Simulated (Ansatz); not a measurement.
# NiS: the cost of one run

Computed with Ansatz 0.2.0 (DFT LDA, scalar-relativistic, plane waves, PAW, unless a step's input says otherwise).

### 1 The starting structure

The structure is hexagonal, space group P6_3/mmc (No. 194). The conventional cell has a = 3.425 Å, b = 3.425 Å, c = 5.340 Å, α = 90.00°, β = 90.00°, γ = 120.00°. Ni (site symmetry -3m) is surrounded by 6 S at 2.39 Å and 2 Ni at 2.67 Å. S (site symmetry -6m2) is surrounded by 6 Ni at 2.39 Å.

Structure file:

```cif
data_structure
_symmetry_space_group_name_H-M 'P6_3/mmc'
_symmetry_Int_Tables_number 194
_cell_length_a 3.4250
_cell_length_b 3.4250
_cell_length_c 5.3400
_cell_angle_alpha 90.000
_cell_angle_beta 90.000
_cell_angle_gamma 120.000
_cell_volume 54.25
loop_
_atom_site_label
_atom_site_type_symbol
_atom_site_symmetry_multiplicity
_atom_site_Wyckoff_symbol
_atom_site_fract_x
_atom_site_fract_y
_atom_site_fract_z
_atom_site_occupancy
Ni1 Ni 2 a 0.00000 0.00000 0.00000 1
S1 S 2 c 0.33333 0.66667 0.25000 1
```

The structure rests on an entry of the Crystallography Open Database; cell or positions may have been set otherwise for this series.

### 2 Single point: NiS, moments +−

input.yaml

```yaml
crystal:
  lattice:
    - [3.425, 0.0, 0.0]
    - [-1.7125, 2.966137008, 0.0]
    - [0.0, 0.0, 5.34]
  atoms:
    - { symbol: Ni, position: [0.0, 0.0, 0.0], spin: 1.5 }
    - { symbol: Ni, position: [0.0, 0.0, 0.5], spin: -1.5 }
    - { symbol: S, position: [0.3333333333, 0.6666666667, 0.25] }
    - { symbol: S, position: [0.6666666667, 0.3333333333, 0.75] }
magnetization:
  spin_polarized: true
scf:
  occupations: { method: gaussian, width: 0.02 }
output:
  forces: true
  stress: true
  populations: true
  write_density: true
  write_potential: true
  elf: true
  volumetric_format: npy
hamiltonian:
  xc: lda
kpoints:
  mp_grid: { grid: [16, 16, 10] }
```

On the command line:

```
> ansatz run input.yaml --threads 4 --pin off --max-ram 8192MiB --backend cpu --events-out ev --progress --plain --runs-dir out
```

Q: Estimate wall time and peak memory on 4 threads of AMD EPYC 9R14 (Zen 4), shared host.

About 38 s, with a peak of 1.2 GiB.
